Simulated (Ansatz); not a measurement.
# Cl₃HMoO₂: how energies converge with the basis set

The task here is to estimate one member of a computed series from the others.

The runs use Ansatz 0.2.0, Gaussian basis; one geometry, several basis sets.

Levels to be run: PBE0-D4/def2-SVP; ωB97M-V/def2-SVP; PBE0-D4/def2-QZVPP; ωB97M-V/def2-QZVPP; the functionals' def2-TZVPP values are taken from earlier runs.

## The relaxed structure

The geometry comes from an earlier relaxation with PBE0-D4 in a triple-zeta def2 set; it is a stationary point, not always the lowest conformer. Mo takes the def2 core potential; no spin-orbit term is included.

SMILES `[O]=[Mo]([OH])([Cl])([Cl])[Cl]`, 7 atoms, charge 0, spin multiplicity 1.

Atoms are counted from 1 here; the program's logs count them from 0.

Bond lengths: O1–Mo2 1.641 Å, Mo2–O3 1.853 Å, Mo2–Cl4 2.280 Å, Mo2–Cl5 2.285 Å, Mo2–Cl6 2.310 Å, O3–H7 0.963 Å. Angles: O1–Mo2–O3 101.4°, O1–Mo2–Cl4 108.2°, O1–Mo2–Cl5 101.0°, O1–Mo2–Cl6 109.6°, O3–Mo2–Cl4 89.4°, O3–Mo2–Cl5 157.3°, O3–Mo2–Cl6 84.8°, Cl4–Mo2–Cl5 87.1°, Cl4–Mo2–Cl6 142.1°, Cl5–Mo2–Cl6 84.3°, Mo2–O3–H7 127.6°.

Set-up of the first run:

in.yaml

```yaml
crystal:
  periodic: [false, false, false]
  atoms:
    - {symbol: O, position_ang: [-1.870973, -0.165626, 0.364883]}
    - {symbol: Mo, position_ang: [-0.327458, 0.049140, -0.148016]}
    - {symbol: O, position_ang: [0.619363, -0.892673, 1.136447]}
    - {symbol: Cl, position_ang: [0.153397, -1.584639, -1.663583]}
    - {symbol: Cl, position_ang: [-0.647834, 1.445189, -1.927955]}
    - {symbol: Cl, position_ang: [0.572979, 1.920960, 0.863622]}
    - {symbol: H, position_ang: [1.561826, -0.840352, 1.328804]}
basis:
  gaussian: {orbitals: def2-SVP}
hamiltonian: {xc: pbe0, dispersion: d4}
output: {orbitals: {seedname: orbitals}}
```

Command:

```bash
$ ansatz run in.yaml --threads 4 --pin off --events-out ev --progress --plain --max-ram 11315MiB
```

Steps of the session up to this table: PBE0-D4 in def2-SVP; ωB97M-V in def2-SVP; PBE0-D4 in def2-QZVPP; ωB97M-V in def2-QZVPP.

One table of the session follows, with a row left open; its other results are not shown here.

It belongs to the step «Functionals by basis». 

```
functional       basis  HOMO (eV)  LUMO (eV)
   PBE0-D4    def2-SVP      -8.68      -4.91
   PBE0-D4  def2-TZVPP      -8.70      -4.89
   PBE0-D4  def2-QZVPP      -8.71      -4.88
   ωB97M-V    def2-SVP     -10.82      -2.85
   ωB97M-V  def2-TZVPP          ?          ?
   ωB97M-V  def2-QZVPP     -10.91      -2.87
```

Estimate the missing values for ωB97M-V, def2-TZVPP.

The run gave: HOMO (eV): -10.89; LUMO (eV): -2.87. In the column «HOMO (eV)» it lies between ωB97M-V, def2-QZVPP (-10.91) and ωB97M-V, def2-SVP (-10.82).
